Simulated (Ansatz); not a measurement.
# C2H9AlSSi: the cost of one run

Method: the settings change from run to run; program: Ansatz 0.2.0, Gaussian basis.

## (1) The geometry

An earlier PBE0-D4 in a triple-zeta def2 set relaxation fixed the geometry.

SMILES `C[SiH](C)[S][AlH2]`, 14 atoms, charge 0, spin multiplicity 1.

Atoms are counted from 1 here; the program's logs count them from 0.

Bond lengths: C1–Si2 1.858 Å, C1–H6 1.091 Å, C1–H7 1.093 Å, C1–H8 1.093 Å, Si2–C3 1.858 Å, Si2–S4 2.098 Å, Si2–H9 1.567 Å, C3–H10 1.093 Å, C3–H11 1.091 Å, C3–H12 1.093 Å, S4–Al5 2.247 Å, Al5–H13 1.583 Å, Al5–H14 1.583 Å. Angles: Si2–C1–H6 110.5°, Si2–C1–H7 111.3°, Si2–C1–H8 109.5°, H6–C1–H7 109.1°, H6–C1–H8 108.0°, H7–C1–H8 108.4°, C1–Si2–C3 113.7°, C1–Si2–S4 115.4°, C1–Si2–H9 104.9°, C3–Si2–S4 115.4°, C3–Si2–H9 104.9°, S4–Si2–H9 100.4°, Si2–C3–H10 109.5°, Si2–C3–H11 110.5°, Si2–C3–H12 111.3°, H10–C3–H11 108.0°, H10–C3–H12 108.4°, H11–C3–H12 109.1° and more.

## (2) CAM-B3LYP/x2c-TZVPPall

Set apart from the defaults: atoms shaken by 0.03 Å, high accuracy, the search for lower states set to full.

Contents of in.yaml:

```yaml
crystal:
  periodic: [false, false, false]
  atoms:
    - {symbol: C, position_ang: [-1.670159, 0.817996, 0.291423]}
    - {symbol: Si, position_ang: [-0.179330, -0.139176, -0.030908]}
    - {symbol: C, position_ang: [0.269492, -1.402608, 1.359282]}
    - {symbol: S, position_ang: [-0.023697, -0.991006, -1.961072]}
    - {symbol: Al, position_ang: [1.612688, 0.545855, -1.799097]}
    - {symbol: H, position_ang: [-1.860119, 1.669184, -0.429238]}
    - {symbol: H, position_ang: [-1.687437, 1.290407, 1.277878]}
    - {symbol: H, position_ang: [-2.594368, 0.233114, 0.265134]}
    - {symbol: H, position_ang: [0.965444, 0.862793, 0.022596]}
    - {symbol: H, position_ang: [-0.589985, -2.128935, 1.355846]}
    - {symbol: H, position_ang: [1.173316, -1.844702, 1.213066]}
    - {symbol: H, position_ang: [0.181578, -0.895904, 2.338829]}
    - {symbol: H, position_ang: [1.418009, 1.991565, -2.449506]}
    - {symbol: H, position_ang: [3.080490, -0.022030, -1.423098]}
basis:
  gaussian: {orbitals: x2c-TZVPPall}
hamiltonian: {xc: {name: CAM-B3LYP}}
accuracy: high
scf: {lower_state_search: full}
output: {forces: true}
```

The run is started by

```sh
> ansatz run in.yaml --threads 4 --pin off --events-out ev --progress --plain --max-ram 10444MiB
```

**Question.** How long does this run take on 4 threads of Arm Neoverse V1, shared host, and how much memory does it need?

About 49 s, with a peak of 3.6 GiB.
